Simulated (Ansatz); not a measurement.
# CsPH4N2O2: the cost of one run

Computed with Ansatz 0.2.0 (DFT, PBE, plane-wave PAW, default files, scalar-relativistic, as far as a step names no other, unless a step's input says otherwise).

### Step 1. The system as given

Symmetry: P4_32_12, No. 96, tetragonal system. The conventional cell has a = 5.656 Å, b = 5.656 Å, c = 15.722 Å, α = 90.00°, β = 90.00°, γ = 90.00°. Around Cs (site symmetry 2) lie 8 H at 3.03 to 3.40 Å and 6 O at 3.15 to 3.25 Å. H (site symmetry 1) has 1 N at 1.02 Å as nearest neighbours. H (site symmetry 1) is surrounded by 1 N at 1.03 Å. Around P (site symmetry 2) lie 2 O at 1.52 Å and 2 N at 1.70 Å. N (site symmetry 1) has 2 H at 1.02 to 1.03 Å as nearest neighbours. Around O (site symmetry 1) lie 1 P at 1.52 Å.

As a file:

```cif
data_structure
_symmetry_space_group_name_H-M 'P 1'
_symmetry_Int_Tables_number 1
_cell_length_a 5.6563
_cell_length_b 5.6563
_cell_length_c 15.7218
_cell_angle_alpha 90.000
_cell_angle_beta 90.000
_cell_angle_gamma 90.000
_cell_volume 503.01
loop_
_atom_site_label
_atom_site_type_symbol
_atom_site_fract_x
_atom_site_fract_y
_atom_site_fract_z
_atom_site_occupancy
Cs1 Cs 0.15034 0.84966 0.25000 1
Cs2 Cs 0.34966 0.34966 0.50000 1
Cs3 Cs 0.65034 0.65034 0.00000 1
Cs4 Cs 0.84966 0.15034 0.75000 1
H1 H 0.99090 0.36707 0.31093 1
H2 H 0.13293 0.49090 0.06093 1
H3 H 0.21256 0.79134 0.86408 1
H4 H 0.20866 0.78744 0.63592 1
H5 H 0.29134 0.28744 0.11408 1
H6 H 0.28744 0.29134 0.88592 1
H7 H 0.36707 0.99090 0.68907 1
H8 H 0.50910 0.86707 0.43907 1
H9 H 0.49090 0.13293 0.93907 1
H10 H 0.63293 0.00910 0.18907 1
H11 H 0.71256 0.70866 0.38592 1
H12 H 0.70866 0.71256 0.61408 1
H13 H 0.79134 0.21256 0.13592 1
H14 H 0.78744 0.20866 0.36408 1
H15 H 0.86707 0.50910 0.56093 1
H16 H 0.00910 0.63293 0.81093 1
P1 P 0.11073 0.11073 0.00000 1
P2 P 0.38927 0.61073 0.75000 1
P3 P 0.61073 0.38927 0.25000 1
P4 P 0.88927 0.88927 0.50000 1
N1 N 0.14201 0.31639 0.07802 1
N2 N 0.18361 0.64201 0.82802 1
N3 N 0.31639 0.14201 0.92198 1
N4 N 0.35799 0.81639 0.67198 1
N5 N 0.64201 0.18361 0.17198 1
N6 N 0.68361 0.85799 0.42198 1
N7 N 0.81639 0.35799 0.32802 1
N8 N 0.85799 0.68361 0.57802 1
O1 O 0.12509 0.84515 0.45662 1
O2 O 0.15485 0.87491 0.04338 1
O3 O 0.34515 0.37491 0.70662 1
O4 O 0.37491 0.34515 0.29338 1
O5 O 0.62509 0.65485 0.79338 1
O6 O 0.65485 0.62509 0.20662 1
O7 O 0.84515 0.12509 0.54338 1
O8 O 0.87491 0.15485 0.95662 1
```

### Step 2. Gradients at the starting positions

input.yaml

```yaml
crystal:
  lattice:
    - [5.65633, 0.0, 0.0]
    - [0.0, 5.65633, 0.0]
    - [0.0, 0.0, 15.721832]
  atoms:
    - { symbol: Cs, position: [0.150342, 0.849658, 0.25] }
    - { symbol: Cs, position: [0.349658, 0.349658, 0.5] }
    - { symbol: Cs, position: [0.650342, 0.650342, 0.0] }
    - { symbol: Cs, position: [0.849658, 0.150342, 0.75] }
    - { symbol: H, position: [0.990901, 0.367067, 0.310932] }
    - { symbol: H, position: [0.132933, 0.490901, 0.060932] }
    - { symbol: H, position: [0.212557, 0.791341, 0.864078] }
    - { symbol: H, position: [0.208659, 0.787443, 0.635922] }
    - { symbol: H, position: [0.291341, 0.287443, 0.114078] }
    - { symbol: H, position: [0.287443, 0.291341, 0.885922] }
    - { symbol: H, position: [0.367067, 0.990901, 0.689068] }
    - { symbol: H, position: [0.509099, 0.867067, 0.439068] }
    - { symbol: H, position: [0.490901, 0.132933, 0.939068] }
    - { symbol: H, position: [0.632933, 0.009099, 0.189068] }
    - { symbol: H, position: [0.712557, 0.708659, 0.385922] }
    - { symbol: H, position: [0.708659, 0.712557, 0.614078] }
    - { symbol: H, position: [0.791341, 0.212557, 0.135922] }
    - { symbol: H, position: [0.787443, 0.208659, 0.364078] }
    - { symbol: H, position: [0.867067, 0.509099, 0.560932] }
    - { symbol: H, position: [0.009099, 0.632933, 0.810932] }
    - { symbol: P, position: [0.110731, 0.110731, 0.0] }
    - { symbol: P, position: [0.389269, 0.610731, 0.75] }
    - { symbol: P, position: [0.610731, 0.389269, 0.25] }
    - { symbol: P, position: [0.889269, 0.889269, 0.5] }
    - { symbol: "N", position: [0.142007, 0.316387, 0.078021] }
    - { symbol: "N", position: [0.183613, 0.642007, 0.828021] }
    - { symbol: "N", position: [0.316387, 0.142007, 0.921979] }
    - { symbol: "N", position: [0.357993, 0.816387, 0.671979] }
    - { symbol: "N", position: [0.642007, 0.183613, 0.171979] }
    - { symbol: "N", position: [0.683613, 0.857993, 0.421979] }
    - { symbol: "N", position: [0.816387, 0.357993, 0.328021] }
    - { symbol: "N", position: [0.857993, 0.683613, 0.578021] }
    - { symbol: O, position: [0.125093, 0.84515, 0.456616] }
    - { symbol: O, position: [0.15485, 0.874907, 0.043384] }
    - { symbol: O, position: [0.34515, 0.374907, 0.706616] }
    - { symbol: O, position: [0.374907, 0.34515, 0.293384] }
    - { symbol: O, position: [0.625093, 0.65485, 0.793384] }
    - { symbol: O, position: [0.65485, 0.625093, 0.206616] }
    - { symbol: O, position: [0.84515, 0.125093, 0.543384] }
    - { symbol: O, position: [0.874907, 0.15485, 0.956616] }
kpoints:
  mp_grid: { grid: [4, 4, 2] }
scf:
  occupations: { method: fermi_dirac, width: 0.02 }
hamiltonian:
  xc: pbe
  pseudopotentials: { kind: paw }
output:
  forces: true
  stress: true
  populations: true
  efg:
    quadrupole_moments_barn: { Cs: -0.00343, H: 0.00285783, "N": 0.02044, O: -0.02558 }
    contact_densities: true
```

Started as:

```
$ ansatz run input.yaml --threads 1 --pin off --max-ram 3072MiB --backend cpu --events-out ev --progress --plain --runs-dir out
```

What time and memory should one allow on 1 thread of Intel Xeon Platinum 8559C (Emerald Rapids), shared host?

About 57 s, with a peak of 1.1 GiB.
